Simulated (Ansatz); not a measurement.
## CH9AlSi2, SMILES [CH3][AlH][SiH2][SiH3]: a geometry optimisation, step by step

Computed with the Ansatz DFT code, driven from Python.

The script reads `ch9alsi2.xyz`:
```text
13

C    -1.32230    1.13100    1.36800
Al    0.39420    0.28640    1.57700
Si    1.34660   -0.83580   -0.26030
Si    0.09580   -0.66570   -2.01490
H    -2.09670    0.72200    2.04620
H    -1.72940    1.04730    0.31510
H    -1.24160    2.26280    1.56880
H     1.18700    0.35830    2.97940
H     1.57850   -2.23700    0.13790
H     2.67820   -0.22110   -0.54270
H    -1.28540   -1.28490   -1.66050
H     0.64040   -1.36700   -3.14100
H    -0.22480    0.76910   -2.35810
```

The cells in order, each with its output:

In [1]:
```python
import itertools

import ansatz as az
from ase.data import atomic_numbers, covalent_radii
import numpy as np
```

In [2]:
```python
mol = az.Crystal.molecule_from_extxyz("ch9alsi2.xyz")
```

In [3]:
```python
calc = (
    mol.calculation()
    .basis(gaussian="cc-pVDZ")
    .functional("b3lyp", dispersion="d4")
)
symbols = [site.symbol for site in mol.cartesian_sites]
start = np.array([site.position_ang for site in mol.cartesian_sites], dtype=float)
def progress(event):
    if event["event"] == "relax_step":
        row = event["data"]
        print(f"step {row['step']:3d}  E = {row['lagrangian_ev']:.6f} eV  largest force component {row['allowed_force_max_ev_ang']:.4f} eV/A")
```

In [4]:
```python
report = calc.relax(force_tolerance=0.005).session().plan().execute(on_event=progress).report
end = np.array(report["positions_ang"])
```
```text
step   1  E = -23537.186335 eV  largest force component 2.8815 eV/A
step   2  E = -23537.630209 eV  largest force component 0.6495 eV/A
step   3  E = -23537.642035 eV  largest force component 0.3360 eV/A
step   4  E = -23537.661590 eV  largest force component 0.0731 eV/A
step   5  E = -23537.665427 eV  largest force component 0.0138 eV/A
step   6  E = -23537.665791 eV  largest force component 0.0108 eV/A
step   7  E = -23537.666046 eV  largest force component 0.0110 eV/A
step   8  E = -23537.666238 eV  largest force component 0.0115 eV/A
step   9  E = -23537.666276 eV  largest force component 0.0072 eV/A
step  10  E = -23537.666289 eV  largest force component 0.0038 eV/A
```

In [5]:
```python
print("reference energy %16.6f eV" % report["reference_energy_ev"])
print("total energy     %16.6f eV" % report["free_energy_ev"])
print("occupied orbitals outside the frozen core (up, down):", report["n_occupied"], " frozen:", report["n_frozen"], " virtual:", report["n_virtual"])
```
```text
reference energy    -23537.229155 eV
total energy        -23537.666626 eV
occupied orbitals outside the frozen core (up, down): [28, 28]  frozen: 0  virtual: [85, 85]
```

In [6]:
```python
# pairs closer than 1.2 times the sum of covalent radii, before or after
radius = [covalent_radii[atomic_numbers[s]] for s in symbols]
span = lambda where, i, j: np.linalg.norm(where[i] - where[j])
bonded = [(i, j) for i, j in itertools.combinations(range(len(symbols)), 2) if min(span(start, i, j), span(end, i, j)) < 1.2 * (radius[i] + radius[j])]
print("pair        before    after (A)")
for i, j in bonded:
    print(f"{symbols[i]}{i}-{symbols[j]}{j}".ljust(10), f"{span(start, i, j):8.4f} {span(end, i, j):8.4f}")
```
```text
pair        before    after (A)
C0-Al1       1.9244   1.9702
C0-H4        1.1077   1.1056
C0-H5        1.1320   1.1022
C0-H6        1.1523   1.1064
Al1-Si2      2.3542   2.4697
Al1-H7       1.6126   1.5973
Si2-Si3      2.1615   2.3587
Si2-H8       1.4750   1.5048
Si2-H9       1.4936   1.5048
Si3-H10      1.5546   1.4996
Si3-H11      1.4341   1.4985
Si3-H12      1.5097   1.4997
```

Reading the output:
- These settings explore the input space; basis and method may be short of convergence.
- The end point is the stationary point reached from this start; no frequency run checks that it is a minimum, and the basis set is modest.
- Total less reference energy is the dispersion correction.
- b3lyp holds the VWN-RPA fit, as in Gaussian; the form of ORCA and Turbomole is b3lyp5.
- The whole script took 73 s on 1 thread of Arm Neoverse V1, on a shared host, peak memory 0.34 GiB.

(Lines on the test bed's own set-up are left out of the output.)
